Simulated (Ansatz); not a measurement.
# WN+ (septet): wave-function methods side by side, def2-SVP

Aim: climb from Hartree-Fock through coupled cluster and multireference methods for WN+ (septet) at one geometry and basis, and see what each rung misses.

The runs use Ansatz 0.2.0, Gaussian basis; def2-SVP, core rule «outside noble gas», up to 5 orbitals frozen.

Plan: UHF; CCSD(T) on ROHF; CCSD(T) on UHF; CISD as a restricted active space (open shells left free, so some higher excitations enter); CCSDT(Q) on ROHF; CCSDT(Q) on UHF; CASSCF and MRCISD+Q, 10 electrons in 10 orbitals; CASSCF and NEVPT2, 10 electrons in 10 orbitals.

20 further runs of the same task are left out: 6 that didn't finish, 14 set aside as unsound or not needed. Runs told in other sessions of the task aren't counted.

## 1. The geometry

The geometry is a PBE0/def2-TZVP stationary point (not a proven minimum) of the parent state, kept for this charge and spin. No spin-orbit coupling is included. Elements past krypton take def2 core potentials.

2 atoms, charge 1, spin multiplicity 7.

Atoms are counted from 1 here; the program's logs count them from 0.

Bond lengths: W1–N2 1.844 Å.

In the tables R marks a restricted open-shell determinant and U an unrestricted one; 'valence' is the active space of 10 electrons in 10 orbitals; energies count from the table's Hartree-Fock row.

## 2. UHF

in.yaml reads:

```yaml
crystal:
  periodic: [false, false, false]
  atoms:
    - {symbol: W, position_ang: [0.000000, 0.000000, 0.000000]}
    - {symbol: N, position_ang: [0.000000, 0.000000, 1.843600]}
basis:
  gaussian: {orbitals: def2-SVP}
total_charge: 1
magnetization: {spin_polarized: true, initial_magnetization: 6}
hamiltonian: {xc: hf}
output: {orbitals: {seedname: orbitals}}
```

Command:

```sh
> ansatz run in.yaml --threads 1 --pin off --events-out ev --progress --plain --max-ram 2393MiB
```

The program printed:

```text
Functional definition: HF
  name "HF"
  cite "Fock, Z. Phys. 61, 126 (1930) doi:10.1007/BF01340294"
  parent pbe
  exchange = exact_x
  correlation = 0
457 factors; integrals over basis functions are off by at most 1.2e-3 eV
mean field evaluation 1: about -3273.4009 eV, gradient 2.0e1 eV
mean field evaluation 2: about -3273.4125 eV, gradient 2.0e1 eV
mean field evaluation 4: about -3275.4265 eV, gradient 2.2e0 eV
mean field evaluation 8: about -3275.5262 eV, gradient 2.4e-1 eV
mean field evaluation 16: about -3275.5283 eV, gradient 5.6e-6 eV
mean field evaluation 32: about -3255.4075 eV, gradient 2.2e1 eV
mean field evaluation 64: about -3275.3775 eV, gradient 6.2e-1 eV
mean field evaluation 96: about -3274.3611 eV, gradient 1.7e-1 eV
mean field evaluation 128: about -3274.2913 eV, gradient 9.5e0 eV
mean field evaluation 160: about -3274.2072 eV, gradient 4.5e-1 eV
mean field evaluation 192: about -3275.4644 eV, gradient 3.8e-1 eV
mean field evaluation 224: about -3275.3665 eV, gradient 8.0e-1 eV
mean field evaluation 256: about -3274.0803 eV, gradient 1.8e0 eV
mean field -3275.52833041 eV, -120.3734459098 hartree, gradient 5.6e-6 eV, S^2 12.011879; 6 other end points of the search recorded, 0 dependent functions left out
reference -3275.52833041 eV, -120.3734459098 hartree; 13, 7 occupied and 33, 39 virtual orbitals, 457 factors
Total energy: -3275.52833041 eV, -120.3734459098 hartree
```

Wall time 1.6 s (1 thread of Arm Neoverse V1, shared host).

From the report: ⟨S²⟩ of the determinant 12.012 (pure septet: 12.00).

## 3. CCSD(T) on ROHF

in.yaml reads:

```yaml
crystal:
  periodic: [false, false, false]
  atoms:
    - {symbol: W, position_ang: [0.000000, 0.000000, 0.000000]}
    - {symbol: N, position_ang: [0.000000, 0.000000, 1.843600]}
basis:
  gaussian: {orbitals: def2-SVP}
total_charge: 1
magnetization: {spin_polarized: false, initial_magnetization: 6}
correlation: {method: ccsd_t, electrons: outside_noble_gas}
```

Launched as before.

The program printed, cut to the lines that bear on the results:

```text
Functional definition: HF
  name "HF"
  cite "Fock, Z. Phys. 61, 126 (1930) doi:10.1007/BF01340294"
  parent pbe
[...]
457 factors; integrals over basis functions are off by at most 1.2e-3 eV
[...]
mean field -3275.30527088 eV, -120.3652486233 hartree, gradient 1.8e-6 eV, S^2 12.000000; 23 other end points of the search recorded, 0 dependent functions left out
[...]
determinant -3275.30527088 eV, -120.3652486233 hartree, with singles and doubles -3280.34339080 eV, -120.5503961152 hartree
determinant -3275.13415725 eV, -120.3589603134 hartree, with singles and doubles -3280.33772674 eV, -120.5501879651 hartree
determinant -3274.57936023 eV, -120.3385718989 hartree, with singles and doubles -3279.66810385 eV, -120.5255797775 hartree
determinant -3274.12488142 eV, -120.3218701108 hartree, with singles and doubles -3278.97198556 eV, -120.4999979024 hartree
[...]
determinant -3272.81505832 eV, -120.2737349996 hartree, with singles and doubles -3277.92294014 eV, -120.4614461942 hartree
determinant -3272.80939818 eV, -120.2735269932 hartree, with singles and doubles -3277.72584082 eV, -120.4542029276 hartree
determinant -3275.30527088 eV, -120.3652486233 hartree, with singles and doubles -3280.35067002 eV, -120.5506636216 hartree
determinant -3275.13415725 eV, -120.3589603134 hartree, with singles and doubles -3280.37524493 eV, -120.5515667329 hartree
5 core orbitals not correlated: weight in the atoms' cores, before any rotation towards them, 0.994 or more for the frozen orbitals, at most 0.004 for the correlated occupied ones
reference -3275.13415725 eV, -120.3589603134 hartree; 8, 2 occupied and 33, 39 virtual orbitals, 457 factors
second order -4.44992419 eV of doubles, -0.08144495 eV of singles
cycle   1  -5.24108983 eV  change   -2.2e-6 eV  update   5.1e-6
perturbative correction -0.29423207 eV, -0.0108128292 hartree
Total energy: -3280.66947915 eV, -120.5623796412 hartree
```

Wall time 11 s (1 thread of Arm Neoverse V1, shared host).

From the report: correlation -5.5353 eV; T1 0.037; largest double amplitude 0.14.

## 4. CCSD(T) on UHF

in.yaml, as its differences from that of step 3:

```diff
@@ -8,3 +8,3 @@
 total_charge: 1
-magnetization: {spin_polarized: false, initial_magnetization: 6}
+magnetization: {spin_polarized: true, initial_magnetization: 6}
 correlation: {method: ccsd_t, electrons: outside_noble_gas}
```

Launched as before.

The program printed, cut to the lines that bear on the results:

```text
Functional definition: HF
  name "HF"
  cite "Fock, Z. Phys. 61, 126 (1930) doi:10.1007/BF01340294"
  parent pbe
[...]
457 factors; integrals over basis functions are off by at most 1.2e-3 eV
[...]
mean field -3275.52833041 eV, -120.3734459098 hartree, gradient 1.3e-6 eV, S^2 12.011879; 25 other end points of the search recorded, 0 dependent functions left out
determinant -3275.52833041 eV, -120.3734459098 hartree, with singles and doubles -3280.43957542 eV, -120.5539308347 hartree
determinant -3275.35352147 eV, -120.3670217997 hartree, with singles and doubles -3280.43493159 eV, -120.5537601771 hartree
determinant -3274.85059943 eV, -120.3485397555 hartree, with singles and doubles -3279.76035089 eV, -120.5289697939 hartree
determinant -3274.37995824 eV, -120.3312440110 hartree, with singles and doubles -3279.07976650 eV, -120.5039587787 hartree
[...]
determinant -3273.00831615 eV, -120.2808370937 hartree, with singles and doubles -3278.01457262 eV, -120.4648136258 hartree
determinant -3272.99367694 eV, -120.2802991127 hartree, with singles and doubles -3277.80741684 eV, -120.4572007911 hartree
determinant -3275.52833041 eV, -120.3734459098 hartree, with singles and doubles -3280.44586864 eV, -120.5541621064 hartree
determinant -3275.35352147 eV, -120.3670217997 hartree, with singles and doubles -3280.46843879 eV, -120.5549915440 hartree
5 core orbitals not correlated: weight in the atoms' cores, before any rotation towards them, 0.993 or more for the frozen orbitals, at most 0.004 for the correlated occupied ones
reference -3275.35352147 eV, -120.3670217997 hartree; 8, 2 occupied and 33, 39 virtual orbitals, 457 factors
second order -4.39626548 eV of doubles, -0.00000000 eV of singles
cycle   1  -5.11491880 eV  change   -1.5e-6 eV  update   3.9e-6
perturbative correction -0.28262242 eV, -0.0103861822 hartree
Total energy: -3280.75106269 eV, -120.5653777807 hartree
```

Wall time 12 s (1 thread of Arm Neoverse V1, shared host).

From the report: ⟨S²⟩ of the determinant 12.009 (pure septet: 12.00); correlation -5.3975 eV; T1 0.035; largest double amplitude 0.13.

## 5. CISD as a restricted active space (open shells left free, so some higher excitations enter)

in.yaml reads:

```yaml
crystal:
  periodic: [false, false, false]
  atoms:
    - {symbol: W, position_ang: [0.000000, 0.000000, 0.000000]}
    - {symbol: N, position_ang: [0.000000, 0.000000, 1.843600]}
basis:
  gaussian: {orbitals: def2-SVP}
total_charge: 1
magnetization: {spin_polarized: false, initial_magnetization: 6}
correlation: {active_space: {ras: {orbitals: [2, 6, 33], electrons: 10, max_holes: 2, max_particles: 2}, fixed_orbitals: true}}
```

The command is unchanged.

The program printed, cut to the lines that bear on the results:

```text
Functional definition: HF
  name "HF"
  cite "Fock, Z. Phys. 61, 126 (1930) doi:10.1007/BF01340294"
  parent pbe
[...]
457 factors; integrals over basis functions are off by at most 1.2e-3 eV
[...]
mean field -3275.30527088 eV, -120.3652486233 hartree, gradient 1.8e-6 eV, S^2 12.000000; 16 other end points of the search recorded, 0 dependent functions left out
reference -3275.30527088 eV, -120.3652486233 hartree; 13, 7 occupied and 33, 39 virtual orbitals, 457 factors
state -3280.13539515 eV, -120.5427524161 hartree
Total energy: -3280.13539515 eV, -120.5427524161 hartree
```

It took 20 s on 1 thread of Arm Neoverse V1, shared host.

From the report: 93,054 determinants.

## 6. CCSDT(Q) on ROHF

in.yaml, as its differences from that of step 5:

```diff
@@ -9,2 +9,2 @@
 magnetization: {spin_polarized: false, initial_magnetization: 6}
-correlation: {active_space: {ras: {orbitals: [2, 6, 33], electrons: 10, max_holes: 2, max_particles: 2}, fixed_orbitals: true}}
+correlation: {method: ccsdt_q, electrons: outside_noble_gas}
```

Launched as before.

The program printed, cut to the lines that bear on the results:

```text
Functional definition: HF
  name "HF"
  cite "Fock, Z. Phys. 61, 126 (1930) doi:10.1007/BF01340294"
  parent pbe
[...]
841 factors; integrals over basis functions are off by at most 2.1e-7 eV
[...]
mean field -3275.30537600 eV, -120.3652524862 hartree, gradient 1.8e-6 eV, S^2 12.000000; 23 other end points of the search recorded, 0 dependent functions left out
[...]
determinant -3275.30537600 eV, -120.3652524862 hartree, with singles and doubles -3280.34347849 eV, -120.5503993378 hartree
determinant -3275.13425501 eV, -120.3589639058 hartree, with singles and doubles -3280.33780846 eV, -120.5501909682 hartree
determinant -3274.57946551 eV, -120.3385757676 hartree, with singles and doubles -3279.66819140 eV, -120.5255829951 hartree
determinant -3274.12498064 eV, -120.3218737569 hartree, with singles and doubles -3278.97207084 eV, -120.5000010363 hartree
[...]
determinant -3272.80953372 eV, -120.2735319741 hartree, with singles and doubles -3277.72595458 eV, -120.4542071085 hartree
determinant -3275.30537600 eV, -120.3652524862 hartree, with singles and doubles -3280.35075725 eV, -120.5506668274 hartree
determinant -3275.13425501 eV, -120.3589639058 hartree, with singles and doubles -3280.37532676 eV, -120.5515697400 hartree
[...]
5 core orbitals not correlated: weight in the atoms' cores, before any rotation towards them, 0.994 or more for the frozen orbitals, at most 0.004 for the correlated occupied ones
reference -3275.13425501 eV, -120.3589639058 hartree; 8, 2 occupied and 33, 39 virtual orbitals, 841 factors
second order -4.44991972 eV of doubles, -0.08144494 eV of singles
cycle   1  -4.83337394 eV  change   -3.0e-1 eV  update   1.1e-1
[...]
cycle  44  -5.81254419 eV  change   -3.3e-7 eV  update   1.4e-7
perturbative correction -0.08825967 eV, -0.0032434831 hartree
WARN: these amplitudes may be one of several solutions (largest doubles amplitude 0.72, level shift 0.00 eV)
Total energy: -3281.03505887 eV, -120.5758144479 hartree
```

Run time: 53 s. Hardware: 1 thread of Arm Neoverse V1, shared host; peak memory 0.39 GiB.

From the report: correlation -5.9008 eV; T1 0.046; largest double amplitude 0.72. The report flags that the cluster equations may have other roots.

## 7. CCSDT(Q) on UHF

in.yaml, as its differences from that of step 6:

```diff
@@ -8,3 +8,3 @@
 total_charge: 1
-magnetization: {spin_polarized: false, initial_magnetization: 6}
+magnetization: {spin_polarized: true, initial_magnetization: 6}
 correlation: {method: ccsdt_q, electrons: outside_noble_gas}
```

Launched as before.

The program printed, cut to the lines that bear on the results:

```text
Functional definition: HF
  name "HF"
  cite "Fock, Z. Phys. 61, 126 (1930) doi:10.1007/BF01340294"
  parent pbe
[...]
841 factors; integrals over basis functions are off by at most 2.1e-7 eV
[...]
mean field -3275.52843405 eV, -120.3734497185 hartree, gradient 1.3e-6 eV, S^2 12.011878; 25 other end points of the search recorded, 0 dependent functions left out
determinant -3275.52843405 eV, -120.3734497185 hartree, with singles and doubles -3280.43966272 eV, -120.5539340431 hartree
determinant -3275.35361877 eV, -120.3670253753 hartree, with singles and doubles -3280.43501464 eV, -120.5537632295 hartree
determinant -3274.85070305 eV, -120.3485435634 hartree, with singles and doubles -3279.76043847 eV, -120.5289730125 hartree
determinant -3274.38005580 eV, -120.3312475961 hartree, with singles and doubles -3279.07985206 eV, -120.5039619231 hartree
[...]
determinant -3272.99381172 eV, -120.2803040659 hartree, with singles and doubles -3277.80753005 eV, -120.4572049517 hartree
determinant -3275.52843405 eV, -120.3734497185 hartree, with singles and doubles -3280.44595593 eV, -120.5541653144 hartree
determinant -3275.35361877 eV, -120.3670253753 hartree, with singles and doubles -3280.46852165 eV, -120.5549945892 hartree
5 core orbitals not correlated: weight in the atoms' cores, before any rotation towards them, 0.993 or more for the frozen orbitals, at most 0.004 for the correlated occupied ones
reference -3275.35361877 eV, -120.3670253753 hartree; 8, 2 occupied and 33, 39 virtual orbitals, 841 factors
second order -4.39626141 eV of doubles, -0.00000000 eV of singles
cycle   1  -4.71144147 eV  change   -3.2e-1 eV  update   1.1e-1
[...]
cycle  44  -5.65050858 eV  change   -4.8e-7 eV  update   1.7e-7
perturbative correction -0.08144609 eV, -0.0029930888 hartree
WARN: these amplitudes may be one of several solutions (largest doubles amplitude 0.64, level shift 0.00 eV)
Total energy: -3281.08557344 eV, -120.5776708242 hartree
```

It took 50 s on 1 thread of Arm Neoverse V1, shared host; peak memory 0.34 GiB.

From the report: ⟨S²⟩ of the determinant 12.009 (pure septet: 12.00); correlation -5.7320 eV; T1 0.044; largest double amplitude 0.64. The report flags that the cluster equations may have other roots.

## 8. CASSCF and MRCISD+Q, 10 electrons in 10 orbitals

in.yaml reads:

```yaml
crystal:
  periodic: [false, false, false]
  atoms:
    - {symbol: W, position_ang: [0.000000, 0.000000, 0.000000]}
    - {symbol: N, position_ang: [0.000000, 0.000000, 1.843600]}
basis:
  gaussian: {orbitals: def2-SVP}
total_charge: 1
magnetization: {spin_polarized: false, initial_magnetization: 6}
correlation: {method: fic_mrcisd_q, electrons: outside_noble_gas, active_space: {window: {electrons: 10, orbitals: 10}, shells: [{species: "N", l: s, shell: 2}, {species: "N", l: p, shell: 2}, {species: W, l: s, shell: 6}, {species: W, l: d, shell: 5}]}}
```

Launched as before.

The program printed, cut to the lines that bear on the results:

```text
Functional definition: HF
  name "HF"
  cite "Fock, Z. Phys. 61, 126 (1930) doi:10.1007/BF01340294"
  parent pbe
[...]
841 factors; integrals over basis functions are off by at most 2.1e-7 eV
[...]
mean field -3275.30537600 eV, -120.3652524862 hartree, gradient 1.8e-6 eV, S^2 12.000000; 16 other end points of the search recorded, 0 dependent functions left out
reference -3275.30537600 eV, -120.3652524862 hartree; 13, 7 occupied and 33, 39 virtual orbitals, 841 factors
state -3276.96958635 eV, -120.4264110884 hartree
contracted CI cycle   1: correlation 0.00000000 eV, 0.0000000000 hartree, residual 1.76e1 eV
contracted CI cycle   2: correlation -3.65764996 eV, -0.1344161569 hartree, residual 2.93e0 eV
contracted CI cycle   3: correlation -3.77216601 eV, -0.1386245442 hartree, residual 5.86e-1 eV
contracted CI cycle   4: correlation -3.77785436 eV, -0.1388335869 hartree, residual 1.66e-1 eV
contracted CI cycle   5: correlation -3.77837675 eV, -0.1388527843 hartree, residual 4.70e-2 eV
contracted CI cycle   6: correlation -3.77841699 eV, -0.1388542631 hartree, residual 1.39e-2 eV
contracted CI cycle   7: correlation -3.77842044 eV, -0.1388543901 hartree, residual 4.07e-3 eV
contracted CI cycle   8: correlation -3.77842075 eV, -0.1388544014 hartree, residual 1.30e-3 eV
state -3276.96958635 eV, -120.4264110884 hartree; corrected -3280.96688120 eV, -120.5733089647 hartree
Total energy: -3280.96688120 eV, -120.5733089647 hartree
Checks for a lower state left out: starts, orbital_swaps
```

Run time: 9 s. Hardware: 1 thread of Arm Neoverse V1, shared host; peak memory 0.54 GiB.

From the report: 513 determinants; active occupations 1.98, 1.41, 1.41, 1.00, 1.00, 1.00, 0.99, 0.59, 0.59, 0.02.

## 9. CASSCF and NEVPT2, 10 electrons in 10 orbitals

in.yaml reads:

```yaml
crystal:
  periodic: [false, false, false]
  atoms:
    - {symbol: W, position_ang: [0.000000, 0.000000, 0.000000]}
    - {symbol: N, position_ang: [0.000000, 0.000000, 1.843600]}
basis:
  gaussian: {orbitals: def2-SVP}
total_charge: 1
magnetization: {spin_polarized: false, initial_magnetization: 6}
correlation: {method: sc_nevpt2, electrons: outside_noble_gas, active_space: {window: {electrons: 10, orbitals: 10}, shells: [{species: "N", l: s, shell: 2}, {species: "N", l: p, shell: 2}, {species: W, l: s, shell: 6}, {species: W, l: d, shell: 5}]}}
```

The command is unchanged.

The program printed, cut to the lines that bear on the results:

```text
Functional definition: HF
  name "HF"
  cite "Fock, Z. Phys. 61, 126 (1930) doi:10.1007/BF01340294"
  parent pbe
[...]
841 factors; integrals over basis functions are off by at most 2.1e-7 eV
[...]
mean field -3275.30537600 eV, -120.3652524862 hartree, gradient 1.8e-6 eV, S^2 12.000000; 16 other end points of the search recorded, 0 dependent functions left out
reference -3275.30537600 eV, -120.3652524862 hartree; 13, 7 occupied and 33, 39 virtual orbitals, 841 factors
state -3276.96958635 eV, -120.4264110884 hartree
state -3276.96958635 eV, -120.4264110884 hartree; corrected -3280.13909103 eV, -120.5428882374 hartree
Total energy: -3280.13909103 eV, -120.5428882374 hartree
Checks for a lower state left out: starts, orbital_swaps
```

Wall time 5.5 s (1 thread of Arm Neoverse V1, shared host).

From the report: 513 determinants; active occupations 1.98, 1.41, 1.41, 1.00, 1.00, 1.00, 0.99, 0.59, 0.59, 0.02.

## 10. How many determinants matter

Natural occupations of the CASSCF valence state about the gap (report; correlated orbitals 1 to 10): 1.982, 1.414, 1.414, 1.005, 1.000, 1.000, 0.990, 0.586, 0.586, 0.023. The count of effectively unpaired electrons, Σ n²(2 − n)², is 6.75; a single determinant of this spin has 6.

## 11. All levels against the top one

No level here is safe as a reference; RCCSDT(Q) serves as a yardstick only. Rows without a time are mean-field rows or come out of runs for another level: lower rungs of the coupled-cluster runs, CASSCF and MRCISD of the multireference runs, or the Hartree-Fock search.

Differences are taken before rounding.

| method | energy from the lowest ROHF (kJ/mol) | from RCCSDT(Q) (kJ/mol) | time |
| --- | --- | --- | --- |
| RMP2 | -420.7 | +132.1 |  |
| UMP2 | -428.8 | +124.0 |  |
| RCCSD | -489.2 | +63.7 |  |
| UCCSD | -498.2 | +54.7 |  |
| RCCSD(T) | -517.6 | +35.3 | 11 s |
| UCCSD(T) | -525.4 | +27.4 | 12 s |
| RCCSDT | -544.3 | +8.5 |  |
| UCCSDT | -549.9 | +3.0 |  |
| RCCSDT(Q) | -552.8 | 0 | 53 s |
| UCCSDT(Q) | -557.7 | -4.9 | 50 s |
| CASSCF valence | -160.6 | +392.3 |  |
| NEVPT2 valence | -466.4 | +86.4 | 5.5 s |
| MRCISD valence | -525.1 | +27.7 |  |
| MRCISD+Q valence | -546.3 | +6.6 | 9 s |

Among the levels timed on like hardware and quicker than the yardstick, those that no quicker one beats, quickest first: NEVPT2 valence (5.5 s, +86.4 kJ/mol); MRCISD+Q valence (9 s, +6.6 kJ/mol); UCCSDT(Q) (50 s, -4.9 kJ/mol).

Not comparable, so not listed: CISD as a restricted active space (open shells left free, so some higher excitations enter) (they don't share determinant, frozen orbitals or solution with the rows shown, or repeat one).

Left out of the table: ROHF, UHF (another determinant or state than the rows shown).

The program flags RCCSDT(Q), UCCSDT(Q) as in doubt (see the logs), so the zero of the table is itself unsure.

## 12. Results

| quantity | value |
| --- | --- |
| RCCSDT(Q) from the ROHF energy | -5.7298 eV |
| RMP2 from RCCSDT(Q) | +132.1 kJ/mol |
| UMP2 from RCCSDT(Q) | +124.0 kJ/mol |
| RCCSD from RCCSDT(Q) | +63.7 kJ/mol |
| RCCSD(T) from RCCSDT(Q) | +35.3 kJ/mol |
| UCCSD(T) from RCCSDT(Q) | +27.4 kJ/mol |
| UCCSDT(Q) from RCCSDT(Q) | -4.9 kJ/mol |
| NEVPT2 valence from RCCSDT(Q) | +86.4 kJ/mol |
| MRCISD+Q valence from RCCSDT(Q) | +6.6 kJ/mol |
| T1 diagnostic | 0.037 |
| effectively unpaired electrons | 6.75 |

In words: RCCSD(T) lands +35.3 kJ/mol from the yardstick (6.4 % of the correlation energy). CCSD(T) misses by +35.3 kJ/mol on the restricted determinant and by +27.4 kJ/mol on the unrestricted one; the two need not hold the same state or core. The occupations show static correlation (6.75 effectively unpaired electrons where one determinant has 6). Coupled cluster took another determinant than the lowest Hartree-Fock one. Warnings: coupled cluster took another determinant than the lowest.
